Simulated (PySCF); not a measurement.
# C5H6FN: runs on many settings

Aim: see how C5H6FN (`Cn1ccc(F)c1`) answers to the choice of functional, basis, grid and SCF options.

Computed with PySCF 2.14.0, with density-fitted response routines of our own, on a single molecule in the gas phase. Atoms are numbered from 0 throughout.

## Step 1: The starting structure

13 atoms, charge 0, multiplicity 1; geometry from: GFN2-xTB.

Bonds of the start (Å): C0–N1 1.44, N1–C2 1.36, C2–C3 1.37, C3–C4 1.40, C4–F5 1.35, C4–C6 1.37, C6–N1 1.36, C0–H7 1.09, C0–H8 1.09, C0–H9 1.09, C2–H10 1.07, C3–H11 1.07, C6–H12 1.07.

## Step 2: NMR shieldings: PBE0/pcSseg-1

What the job is given:

```
{"job": {"kind": "nmr", "xc": "PBE0", "basis": "pcSseg-1"}, "charge": 0, "multiplicity": 1}
C     -1.875051    -0.119695    -0.068205
N     -0.444597    -0.021737     0.003546
C      0.265056     1.133312     0.012284
C      1.604391     0.841012     0.044626
C      1.685051    -0.560199     0.051821
F      2.819245    -1.282984     0.088836
C      0.416140    -1.074720     0.023103
H     -2.192289    -1.101780     0.278448
H     -2.333137     0.643401     0.561613
H     -2.226971     0.017882    -1.094760
H     -0.225393     2.086525    -0.001924
H      2.422289     1.530978     0.064331
H      0.080879    -2.091507     0.018551
```

Level: GIAO PBE0/pcSseg-1 NMR shielding, non-relativistic, gas phase.

On the command line:

```console
$ OMP_NUM_THREADS=1 python probes_run.py task.json out
```

The driver reads the jobs from task.json and runs them one after another.

Log:

```text
coarse grid: 11304 points
cycle   1  E = -348.1922415679  dE =  1.332e+00  |g| = 4.772e-01  |ddm| = 3.300e+00
cycle   2  E = -348.1764456555  dE =  1.580e-02  |g| = 5.866e-01  |ddm| = 9.418e-01
cycle   3  E = -348.2372944804  dE = -6.085e-02  |g| = 9.358e-02  |ddm| = 5.380e-01
cycle   4  E = -348.2388733067  dE = -1.579e-03  |g| = 3.997e-02  |ddm| = 9.987e-02
cycle   5  E = -348.2392240962  dE = -3.508e-04  |g| = 1.168e-02  |ddm| = 3.948e-02
cycle   6  E = -348.2392529676  dE = -2.887e-05  |g| = 2.726e-03  |ddm| = 1.059e-02
cycle   7  E = -348.2392543019  dE = -1.334e-06  |g| = 8.374e-04  |ddm| = 2.618e-03
final grid: 110872 points
cycle   8  E = -348.2858055057  dE = -3.549e-05  |g| = 8.174e-03  |ddm| = 3.059e-02
cycle   9  E = -348.2857970609  dE =  8.445e-06  |g| = 1.092e-02  |ddm| = 1.572e-02
cycle  10  E = -348.2858207478  dE = -2.369e-05  |g| = 1.407e-03  |ddm| = 9.333e-03
cycle  11  E = -348.2858211014  dE = -3.536e-07  |g| = 2.750e-04  |ddm| = 1.344e-03
cycle  12  E = -348.2858211121  dE = -1.066e-08  |g| = 1.604e-04  |ddm| = 3.042e-04
cycle  13  E = -348.2858211179  dE = -5.789e-09  |g| = 2.503e-05  |ddm| = 1.473e-04
cycle  14  E = -348.2858211180  dE = -1.332e-10  |g| = 8.004e-06  |ddm| = 2.512e-05
converged SCF energy = -348.2858211180

GIAO shielding tensors (ppm)
atom      isotropic    diamagn.    paramagn.     s11        s22        s33       span
  0 C      149.602     243.532     -93.930    127.126    132.357    189.324     62.197
  1 N      107.997     331.220    -223.223      6.975    124.779    192.238    185.263
  2 C       67.066     253.071    -186.005      0.272     65.491    135.436    135.164
  3 C       82.969     258.809    -175.840     21.249     68.768    158.890    137.642
  4 C       25.447     254.141    -228.694    -23.044     28.031     71.356     94.399
  5 F      347.242     471.536    -124.294    275.470    336.272    429.985    154.515
  6 C       77.809     254.722    -176.913     23.071     78.626    131.729    108.658
  7 H       28.241      28.788      -0.547     23.310     27.326     34.087     10.777
  8 H       28.027      28.637      -0.610     23.268     26.661     34.153     10.885
  9 H       27.890      28.261      -0.370     23.810     25.042     34.819     11.009
 10 H       25.412      31.989      -6.576     22.068     26.322     27.846      5.777
 11 H       25.563      31.191      -5.628     23.135     26.026     27.530      4.395
 12 H       25.414      31.681      -6.267     22.374     26.495     27.373      5.000
```

Wall time 24 s (1 thread of Arm Neoverse N1, shared host); peak memory 0.71 GiB.

The references, computed at this level on geometries of the same kind, shield at (ppm): 1H TMS 31.72, 13C TMS 186.9, 19F CFCl3 170.9, 15N NH3 267.7. Their shielding less the atom's gives the shift. The references are single molecules in the gas phase, so shifts against H2O, NH3, PH3, H3PO4 or CFCl3 are not on the usual liquid scales and can be off by tens of ppm. Atoms listed in one row are averaged.

| atoms | environment | σ (ppm) | δ (ppm) | δ scaled to CDCl3 |
| --- | --- | --- | --- | --- |
| C4 | aromatic carbon bearing fluorine | 25.4 | 161.5 | 155.7 |
| C2 | aromatic CH next to a ring nitrogen | 67.1 | 119.9 | 115.1 |
| C6 | aromatic CH next to a ring nitrogen | 77.8 | 109.1 | 104.6 |
| C3 | aromatic CH | 83.0 | 104.0 | 99.5 |
| C0 | methyl carbon bonded to N | 149.6 | 37.3 | 34.5 |
| H10 | hydrogen on an aromatic CH next to a ring nitrogen | 25.41 | 6.30 | 6.05 |
| H12 | hydrogen on an aromatic CH next to a ring nitrogen | 25.41 | 6.30 | 6.05 |
| H11 | hydrogen on an aromatic CH | 25.56 | 6.15 | 5.91 |
| H7, H8, H9 | hydrogen on a methyl carbon bonded to N | 28.05 | 3.66 | 3.56 |
| N1 | pyrrole-type ring nitrogen | 108.0 | 159.7 | – |
| F5 | aryl fluorine | 347.2 | -176.3 | – |

The scaled column applies a straight-line fit of computed shieldings to shifts measured in CDCl3, and one for carbons that bear F (root-mean-square error 0.16 ppm for H, 1.9 ppm for C).

Charges from the same density, by scheme (e):

```csv
atoms,Mulliken,IAO,Hirshfeld,ESP fit
C0,-0.04,-0.31,-0.05,-0.41
N1,-0.60,-0.06,0.00,0.28
C2,0.17,-0.12,-0.04,-0.26
C3,-0.23,-0.26,-0.12,-0.40
C4,0.22,0.23,0.04,0.30
F5,-0.28,-0.27,-0.10,-0.18
C6,0.10,-0.18,-0.06,-0.45
```

Mayer bond orders: C0–N1 0.92, N1–C2 1.17, C2–C3 1.47, C3–C4 1.39, C4–F5 0.96, C4–C6 1.49, C6–N1 1.10.

Ring of atoms N1, C2, C3, C4, C6: NICS(0) -15.8, NICS(1) -10.5, NICS(1)zz -27.3 ppm (means of both faces).

## Step 3: Excited states and response: PBE0/def2-SVPD

Settings changed since step 2:

```diff
@@ -1,2 +1,2 @@
-{"job": {"kind": "nmr", "xc": "PBE0", "basis": "pcSseg-1"}, "charge": 0, "multiplicity": 1}
+{"job": {"kind": "uv", "xc": "PBE0", "basis": "def2-SVPD", "nstates": 6, "ntriplets": 2}, "charge": 0, "multiplicity": 1}
 C     -1.875051    -0.119695    -0.068205
```

With the program's defaults for keys left out, this is: TDDFT PBE0/def2-SVPD, vertical, gas phase, core orbitals frozen in the response.

Log:

```text
coarse grid: 11304 points
cycle   1  E = -347.9997159794  dE =  1.267e+00  |g| = 4.461e-01  |ddm| = 7.002e+00
cycle   2  E = -347.9838104883  dE =  1.591e-02  |g| = 5.472e-01  |ddm| = 1.689e+00
cycle   3  E = -348.0416701572  dE = -5.786e-02  |g| = 9.299e-02  |ddm| = 7.678e-01
cycle   4  E = -348.0432762690  dE = -1.606e-03  |g| = 3.990e-02  |ddm| = 1.861e-01
cycle   5  E = -348.0436428397  dE = -3.666e-04  |g| = 1.069e-02  |ddm| = 7.514e-02
cycle   6  E = -348.0436670310  dE = -2.419e-05  |g| = 2.928e-03  |ddm| = 2.685e-02
cycle   7  E = -348.0436686947  dE = -1.664e-06  |g| = 7.773e-04  |ddm| = 5.186e-03
final grid: 110872 points
cycle   8  E = -348.0900501118  dE = -3.237e-05  |g| = 8.190e-03  |ddm| = 1.555e-01
cycle   9  E = -348.0900392713  dE =  1.084e-05  |g| = 1.127e-02  |ddm| = 3.108e-02
cycle  10  E = -348.0900655668  dE = -2.630e-05  |g| = 1.371e-03  |ddm| = 1.509e-02
cycle  11  E = -348.0900659453  dE = -3.785e-07  |g| = 2.866e-04  |ddm| = 2.347e-03
cycle  12  E = -348.0900659589  dE = -1.358e-08  |g| = 1.504e-04  |ddm| = 7.081e-04
cycle  13  E = -348.0900659641  dE = -5.296e-09  |g| = 2.579e-05  |ddm| = 2.977e-04
cycle  14  E = -348.0900659643  dE = -1.495e-10  |g| = 7.574e-06  |ddm| = 6.206e-05
converged SCF energy = -348.0900659643

Static polarisability (au): isotropic 64.281, principal 44.343 69.089 79.409

Singlet excitations
state   eV       nm        f      main configurations
  1   5.7932    214.0   0.00043   H->L 0.97
  2   6.1484    201.7   0.09363   H->L+1 0.82, H-1->L+1 0.08
  3   6.4524    192.2   0.01976   H-1->L 0.86, H->L+2 0.09
  4   6.4714    191.6   0.00545   H->L+2 0.71, H-1->L 0.10, H-1->L+1 0.09
  5   6.5759    188.5   0.09483   H-1->L+1 0.56, H->L+5 0.16, H->L+1 0.13
  6   6.7445    183.8   0.01259   H->L+3 0.93

Triplet excitations (Tamm-Dancoff, eV): 4.3103 5.1939
```

It took 38 s on 1 thread of Arm Neoverse N1, shared host; peak memory 0.77 GiB.

Frontier orbitals and where they lie:

```csv
orbital,eV,atoms
HOMO−3,-10.69,"N1 20 %, C0 18 %, C2 12 %"
HOMO−2,-10.10,"F5 39 %, C4 18 %, C3 16 %"
HOMO−1,-6.89,"C3 32 %, N1 24 %, C4 14 %"
HOMO,-6.23,"C6 28 %, C2 23 %, C4 19 %"
LUMO,0.61,"C0 35 %, H8 11 %, H7 11 %"
LUMO+1,0.65,"C2 22 %, N1 17 %, C6 15 %"
LUMO+2,1.53,"C4 32 %, F5 21 %, C6 13 %"
```

With each of the 6 states as a Gaussian band of 0.4 eV half-width at 1/e, the curve within the window shown has maxima at 193 nm (ε 7,000) L/(mol cm). Beyond the last state computed it falls off for lack of states. The curve at chosen wavelengths:

(nm, ε (L/mol/cm)): (176, 1407), (178, 2125), (181, 3440), (183, 4371), (186, 5629), (188, 6271), (191, 6845), (193, 6966), (196, 6801), (198, 6499), (201, 5820), (203, 5253), (206, 4303), (208, 3648), (211, 2710), (213, 2149), (216, 1445), (218, 1074), (221, 657), (223, 460), (226, 259), (228, 172), (231, 90), (233, 58), (236, 28), (238, 17)

Ground-state properties from the same run:

```
           property  computed
  dipole moment (D)      3.61
polarisability (Å³)      9.53
 HOMO–LUMO gap (eV)      6.85
      −ε(HOMO) (eV)      6.23
```

## Step 4: Ultraviolet spectrum: BLYP/def2-SVPD

Settings changed since step 3:

```diff
@@ -1,2 +1,2 @@
-{"job": {"kind": "uv", "xc": "PBE0", "basis": "def2-SVPD", "nstates": 6, "ntriplets": 2}, "charge": 0, "multiplicity": 1}
+{"job": {"kind": "uv", "xc": "BLYP", "basis": "def2-SVPD", "nstates": 6, "ntriplets": 0, "tda": false, "scf": {"aux": "def2-universal-jkfit"}}, "charge": 0, "multiplicity": 1}
 C     -1.875051    -0.119695    -0.068205
```

With the program's defaults for keys left out, this is: TDDFT BLYP/def2-SVPD, vertical, gas phase, core orbitals frozen in the response.

Log:

```text
final grid: 110872 points
cycle   1  E = -348.2790766042  dE =  1.023e+00  |g| = 5.691e-01  |ddm| = 9.032e+00
cycle   2  E = -348.1767855946  dE =  1.023e-01  |g| = 8.843e-01  |ddm| = 2.498e+00
cycle   3  E = -348.3505493195  dE = -1.738e-01  |g| = 1.733e-01  |ddm| = 1.424e+00
cycle   4  E = -348.3564820645  dE = -5.933e-03  |g| = 7.216e-02  |ddm| = 3.303e-01
cycle   5  E = -348.3577299808  dE = -1.248e-03  |g| = 2.163e-02  |ddm| = 1.540e-01
cycle   6  E = -348.3578276859  dE = -9.771e-05  |g| = 5.819e-03  |ddm| = 4.381e-02
cycle   7  E = -348.3578340109  dE = -6.325e-06  |g| = 1.856e-03  |ddm| = 1.311e-02
cycle   8  E = -348.3578347630  dE = -7.520e-07  |g| = 2.884e-04  |ddm| = 2.673e-03
cycle   9  E = -348.3578347772  dE = -1.421e-08  |g| = 1.528e-04  |ddm| = 7.534e-04
cycle  10  E = -348.3578347825  dE = -5.370e-09  |g| = 4.595e-05  |ddm| = 2.877e-04
cycle  11  E = -348.3578347830  dE = -4.943e-10  |g| = 2.043e-05  |ddm| = 1.216e-04
converged SCF energy = -348.3578347830

Static polarisability (au): isotropic 66.787, principal 45.710 71.801 82.851

Singlet excitations
state   eV       nm        f      main configurations
  1   4.9231    251.8   0.00058   H->L+1 1.00
  2   5.5062    225.2   0.00675   H-1->L+1 1.00
  3   5.6361    220.0   0.05973   H->L 0.69, H-1->L 0.11
  4   5.8297    212.7   0.00766   H->L+2 0.90
  5   5.8981    210.2   0.00649   H->L+3 0.97
  6   6.0421    205.2   0.01522   H->L+4 0.79, H->L+5 0.11
```

It took 41 s on 1 thread of Arm Neoverse N1, shared host; peak memory 0.58 GiB.

Key values: HOMO -5.00 eV, LUMO -0.16 eV; lowest singlet 4.92 eV.

## Step 5: Ultraviolet spectrum: PW91/def2-SVPD

Settings changed since step 4:

```diff
@@ -1,2 +1,2 @@
-{"job": {"kind": "uv", "xc": "BLYP", "basis": "def2-SVPD", "nstates": 6, "ntriplets": 0, "tda": false, "scf": {"aux": "def2-universal-jkfit"}}, "charge": 0, "multiplicity": 1}
+{"job": {"kind": "uv", "xc": "PW91", "basis": "def2-SVPD", "nstates": 1, "ntriplets": 0, "tda": true, "grid": 4}, "charge": 0, "multiplicity": 1}
 C     -1.875051    -0.119695    -0.068205
```

Method: TDA PW91/def2-SVPD, vertical, gas phase, core orbitals frozen in the response.

Log:

```text
coarse grid: 11304 points
cycle   1  E = -348.2128889273  dE =  1.025e+00  |g| = 5.558e-01  |ddm| = 8.015e+00
cycle   2  E = -348.1175532939  dE =  9.534e-02  |g| = 8.508e-01  |ddm| = 2.288e+00
cycle   3  E = -348.2811087499  dE = -1.636e-01  |g| = 1.779e-01  |ddm| = 1.397e+00
cycle   4  E = -348.2878208356  dE = -6.712e-03  |g| = 6.614e-02  |ddm| = 3.361e-01
cycle   5  E = -348.2888577820  dE = -1.037e-03  |g| = 2.031e-02  |ddm| = 1.461e-01
cycle   6  E = -348.2889465872  dE = -8.881e-05  |g| = 5.176e-03  |ddm| = 4.575e-02
cycle   7  E = -348.2889519253  dE = -5.338e-06  |g| = 1.439e-03  |ddm| = 1.211e-02
final grid: 294000 points
cycle   8  E = -348.3542834362  dE = -3.910e-05  |g| = 1.309e-02  |ddm| = 2.821e-01
cycle   9  E = -348.3541902937  dE =  9.314e-05  |g| = 2.530e-02  |ddm| = 5.128e-02
cycle  10  E = -348.3543199501  dE = -1.297e-04  |g| = 3.039e-03  |ddm| = 3.112e-02
cycle  11  E = -348.3543219353  dE = -1.985e-06  |g| = 7.189e-04  |ddm| = 5.722e-03
cycle  12  E = -348.3543220336  dE = -9.833e-08  |g| = 3.237e-04  |ddm| = 1.487e-03
cycle  13  E = -348.3543220607  dE = -2.707e-08  |g| = 2.947e-05  |ddm| = 6.355e-04
cycle  14  E = -348.3543220607  dE = -5.048e-11  |g| = 2.453e-05  |ddm| = 8.887e-05
converged SCF energy = -348.3543220607

Static polarisability (au): isotropic 66.255, principal 45.284 71.143 82.339

Singlet excitations
state   eV       nm        f      main configurations
  1   4.9854    248.7   0.00064   H->L+1 1.00
```

Wall time 57 s (1 thread of Arm Neoverse N1, shared host); peak memory 0.64 GiB.

Key values: HOMO -5.20 eV, LUMO -0.32 eV; lowest singlet 4.99 eV.

## Step 6: Shielding tensors: B3LYP/IGLO-II

Settings changed since step 5:

```diff
@@ -1,2 +1,2 @@
-{"job": {"kind": "uv", "xc": "PW91", "basis": "def2-SVPD", "nstates": 1, "ntriplets": 0, "tda": true, "grid": 4}, "charge": 0, "multiplicity": 1}
+{"job": {"kind": "nmr", "xc": "B3LYP", "basis": "IGLO-II", "pop": true}, "charge": 0, "multiplicity": 1}
 C     -1.875051    -0.119695    -0.068205
```

Level: GIAO B3LYP/IGLO-II NMR shielding, non-relativistic, gas phase.

Log:

```text
coarse grid: 11304 points
cycle   1  E = -348.7518988078  dE =  1.267e+00  |g| = 5.430e-01  |ddm| = 2.980e+00
cycle   2  E = -348.7220404072  dE =  2.986e-02  |g| = 7.053e-01  |ddm| = 9.374e-01
cycle   3  E = -348.8067109039  dE = -8.467e-02  |g| = 1.109e-01  |ddm| = 5.519e-01
cycle   4  E = -348.8086107813  dE = -1.900e-03  |g| = 5.426e-02  |ddm| = 1.061e-01
cycle   5  E = -348.8092474864  dE = -6.367e-04  |g| = 1.586e-02  |ddm| = 4.596e-02
cycle   6  E = -348.8092999936  dE = -5.251e-05  |g| = 3.711e-03  |ddm| = 1.225e-02
cycle   7  E = -348.8093022990  dE = -2.305e-06  |g| = 1.184e-03  |ddm| = 2.963e-03
final grid: 110872 points
cycle   8  E = -348.8065537581  dE = -5.026e-05  |g| = 7.559e-03  |ddm| = 2.749e-02
cycle   9  E = -348.8065421575  dE =  1.160e-05  |g| = 1.116e-02  |ddm| = 1.170e-02
cycle  10  E = -348.8065644156  dE = -2.226e-05  |g| = 1.236e-03  |ddm| = 7.775e-03
cycle  11  E = -348.8065646682  dE = -2.527e-07  |g| = 3.577e-04  |ddm| = 1.070e-03
cycle  12  E = -348.8065646887  dE = -2.048e-08  |g| = 1.879e-04  |ddm| = 3.232e-04
cycle  13  E = -348.8065646966  dE = -7.903e-09  |g| = 3.087e-05  |ddm| = 1.443e-04
cycle  14  E = -348.8065646968  dE = -1.937e-10  |g| = 1.077e-05  |ddm| = 2.728e-05
converged SCF energy = -348.8065646968

GIAO shielding tensors (ppm)
atom      isotropic    diamagn.    paramagn.     s11        s22        s33       span
  0 C      146.490     242.062     -95.571    122.248    129.555    187.668     65.420
  1 N      105.006     323.196    -218.190      5.285    120.967    188.766    183.481
  2 C       64.970     255.426    -190.456     -2.368     65.707    131.569    133.937
  3 C       80.898     258.221    -177.323     18.285     68.321    156.087    137.801
  4 C       21.935     255.358    -233.423    -26.288     23.920     68.173     94.461
  5 F      347.359     468.164    -120.805    276.561    337.635    427.880    151.320
  6 C       75.694     257.000    -181.306     20.706     78.355    128.021    107.315
  7 H       28.867      29.827      -0.960     24.096     28.080     34.425     10.329
  8 H       28.647      29.620      -0.973     24.110     27.427     34.403     10.293
  9 H       28.506      29.316      -0.810     24.733     25.783     35.000     10.267
 10 H       26.120      32.191      -6.071     23.060     26.914     28.386      5.326
 11 H       26.278      31.211      -4.932     24.307     26.800     27.729      3.422
 12 H       26.102      32.484      -6.382     23.449     26.726     28.132      4.683
```

Wall time 31 s (1 thread of Arm Neoverse N1, shared host); peak memory 0.79 GiB.

This run: δ C4 162.2, C2 119.1, C6 108.4, C3 103.2, H12 6.17, H10 6.15 ppm.

## Step 7: Comparing the runs: NMR shifts

Shifts (ppm) of some atoms, chosen among heavy atoms and hydrogens apart, with basis size and wall time:

```
          run     C4     C2     C6     C3   H10   H11      F5  functions  time
PBE0/pcSseg-1  161.5  119.9  109.1  104.0  6.30  6.15  -176.3        149  24 s
B3LYP/IGLO-II  162.2  119.1  108.4  103.2  6.15  5.99  -172.0        190  31 s
```

## Step 8: Side by side: electronic excitations

Excitations and ground-state properties, with basis size and wall time:

```
           run  lowest singlet (eV)  brightest (eV)      f  gap (eV)  α (Å³)  μ (D)  functions  time
PBE0/def2-SVPD                 5.79            6.58  0.095      6.85    9.53   3.61        191  38 s
BLYP/def2-SVPD                 4.92            5.64  0.060      4.83    9.90   3.48        191  41 s
PW91/def2-SVPD                 4.99            4.99  0.001      4.88    9.82   3.49        191  57 s
```

## Step 9: Summary of results

```
                                                              quantity                                 value
                                13C shifts against TMS (PBE0/pcSseg-1)  161.5, 119.9, 109.1, 104.0, 37.3 ppm
1H shifts against TMS (PBE0/pcSseg-1, means over atoms taken as alike)            6.30, 6.30, 6.15, 3.66 ppm
                                15N shifts against NH3 (PBE0/pcSseg-1)                             159.7 ppm
                              19F shifts against CFCl3 (PBE0/pcSseg-1)                            -176.3 ppm
                                       lowest singlet (PBE0/def2-SVPD)           5.79 eV (214 nm), f = 0.000
                              brightest single state of those computed           state 5, 6.58 eV, f = 0.095
                                                        lowest triplet                               4.31 eV
                                              range of the shift of F5                  -176.3 to -172.0 ppm
                                           range of the lowest singlet                       4.92 to 5.79 eV
```

In words: Single values in the summary come from the first run of each kind that ended normally (PBE0/pcSseg-1; PBE0/def2-SVPD), which need not be the best level. At PBE0/pcSseg-1: Shielding is most anisotropic at N1 (span 185 ppm, paramagnetic term -223 ppm). NICS(1)zz of -27 ppm above the planar ring from N1 marks a diatropic (aromatic) ring current. The lowest singlet, at 5.79 eV, is HOMO→LUMO 0.97 and is dark; of the 6 states computed, the strongest absorption comes from state 5 at 6.58 eV. The lowest triplet lies 1.48 eV below the lowest singlet (triplets in Tamm-Dancoff, singlets in full TDDFT). States above −ε(HOMO) lie where TDDFT describes them poorly and they hang on the basis; the brightest is among them. Across the 2 runs the shift of F5 moves most, between -176.3 (PBE0/pcSseg-1) and -172.0 ppm (B3LYP/IGLO-II). Most of that comes from the computed reference, not from the atom's own shielding. The lowest singlet runs from 4.92 eV (BLYP/def2-SVPD) to 5.79 eV (PBE0/def2-SVPD), while the orbital gap spans 4.83 to 6.85 eV. The lowest state need not be the same one in every run. The runs solved for a few states only, so the brightest column depends on that window.
